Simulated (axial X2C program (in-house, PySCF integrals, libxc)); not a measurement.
# A two-component session on SnNa⁻: properties at the nuclei

Aim: properties at the nuclei of SnNa⁻, with spin–orbit coupling in the Hamiltonian from the start.

The runs use an in-house X2C program for linear molecules on PySCF integrals; two-component X2C with atomic mean-field terms, Sn dyall-acv3z, Na dyall-av3z.

All values are calculated.

## 1. Set-up

Input file task.json:

```json
{
 "zs": [
  50,
  11
 ],
 "q": -1,
 "bas": [
  "dyall-acv3z",
  "dyall-av3z"
 ],
 "r0": 2.95,
 "levels": [
  "PBE0",
  "HF",
  "PBE50",
  "BHandHLYP",
  "LDA"
 ],
 "nst": 3
}
```

Keys: zs atomic numbers; q charge; bas basis sets; r0 starting distance in Å; levels methods (HF also brings MP2); nst determinants followed.

Launch:

```bash
$ python soeom.py task.json out
```

The runs that follow: Expectation values, lowest determinant; Expectation values, a higher determinant; Expectation values, a higher determinant.

Q: Predict the outcome of this session. Wanted: lowest determinant; Eeff magnitude; Ws magnitude Sn; A∥/gI Sn; qzz Sn; higher determinant (for each run or level that gives them).

The runs gave:

| quantity | value |
| --- | --- |
| lowest determinant | Ω = 1 (excess of +ω over −ω: ω = -1/2, ω = 3/2) |
| Eeff magnitude (GV/cm), PBE0 | 2.19 |
| Ws magnitude Sn (kHz), PBE0 | 1.3 |
| A∥/gI Sn (MHz), PBE0 | -767 |
| qzz Sn (a.u.), PBE0 | 0.05 |
| higher determinant | Ω = 2 (excess of +ω over −ω: ω = 1/2, ω = 3/2) |
| Eeff magnitude (GV/cm), PBE0, higher determinant | 2 |
| Ws magnitude Sn (kHz), PBE0, higher determinant | 0.611 |
| A∥/gI Sn (MHz), PBE0, higher determinant | -268 |
| qzz Sn (a.u.), PBE0, higher determinant | -0.06 |
| higher determinant | Ω = 0 (closed shell) |
| qzz Sn (a.u.), PBE0, higher determinant | -0.59 |
| qzz Na (a.u.), PBE0, higher determinant | -0.02 |

What this shows: In the first state, the effective field runs from 1.29 to 3.86 GV/cm over the mean-field levels, so the levels don't agree on it. The expectation values come from single determinants, which for open shells can mix terms of unlike spin or miss the lowest Ω, so a determinant need not be a state. Eeff is the effective electric field on the electron dipole moment in this Ω state and Ws the scalar–pseudoscalar constant (defined with the proton number Z and per Ω); A∥ is the parallel hyperfine constant, which follows by multiplying with the nuclear g factor gI = μI/(I μN); qzz is the electric field gradient, eQq0 = 234.96 MHz × Q/barn × qzz. The operators were transformed with the bare-nucleus X2C matrices.
